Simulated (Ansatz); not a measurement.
Write a Python script for Ansatz's Python interface that makes vertical spin-state energies of CH₅BSSi, SMILES CB1[SiH2]S1. Use (for the species named): r2scan0, def2-SVPD basis, multiplicity 1.

```xyz
9

C    -0.0225    1.3363   -0.7962
B    -0.2879   -0.1351   -0.3937
Si    0.0087   -1.4102    1.0999
S     0.2087   -1.9977   -0.7957
H     1.0133    1.6155   -0.7952
H    -0.6173    2.0542   -0.1020
H    -0.4305    1.5422   -1.8317
H    -1.1447   -1.8156    1.8034
H     1.3607   -1.2360    1.7940
```

`ch5bssi.py`:
```python
'''Vertical spin-state energies of CH5BSSi.'''

import warnings

import ansatz as az
from ase import Atoms


def main() -> None:
    warnings.simplefilter('ignore', az.DeckWarning)

    atoms = Atoms(['C', 'B', 'Si', 'S', 'H', 'H', 'H', 'H', 'H'], positions=[
        (-0.0225, 1.3363, -0.7962),
        (-0.2879, -0.1351, -0.3937),
        (0.0087, -1.4102, 1.0999),
        (0.2087, -1.9977, -0.7957),
        (1.0133, 1.6155, -0.7952),
        (-0.6173, 2.0542, -0.102),
        (-0.4305, 1.5422, -1.8317),
        (-1.1447, -1.8156, 1.8034),
        (1.3607, -1.236, 1.794),
    ])
    molecule = az.Crystal.molecule_from_ase(atoms)

    calc = (
        molecule.calculation()
        .basis(gaussian='def2-SVPD')
        .functional('r2scan0')
    )
    found = {}
    for unpaired in [0, 2]:
        r = calc.spin('collinear', total=unpaired).run(threads=1).report
        s = unpaired / 2
        found[unpaired] = r['free_energy_ev']
        print(f'2S+1 = {unpaired + 1}: E = {found[unpaired]:.5f} eV, <S^2> = {abs(r["mean_field"]["state"]["spin_squared"]):.3f} (pure state {s * (s + 1):.2f})')
    lowest = min(found, key=found.get)
    for unpaired, e in found.items():
        print(f'multiplicity {unpaired + 1}: {(e - found[lowest]):.3f} eV above the lowest')


if __name__ == '__main__':
    main()
```

```console
$ python ch5bssi.py
2S+1 = 1: E = -20497.38103 eV, <S^2> = 0.000 (pure state 0.00)
2S+1 = 3: E = -20495.41609 eV, <S^2> = 2.012 (pure state 2.00)
multiplicity 1: 0.000 eV above the lowest
multiplicity 3: 1.965 eV above the lowest
```

In order: multiplicity 1 (+0.00 eV) and multiplicity 3 (+1.96 eV), all at the one geometry.

Total energies depend on the basis set; only differences at equal settings carry meaning. The geometry is a force-field or estimated start, not a minimum of this method, and the basis set is short of its limit. All parts are taken at fixed geometry, without zero-point energy. Timing: 37 s on 1 thread of Arm Neoverse V1, on a shared host, peak memory 0.48 GiB.
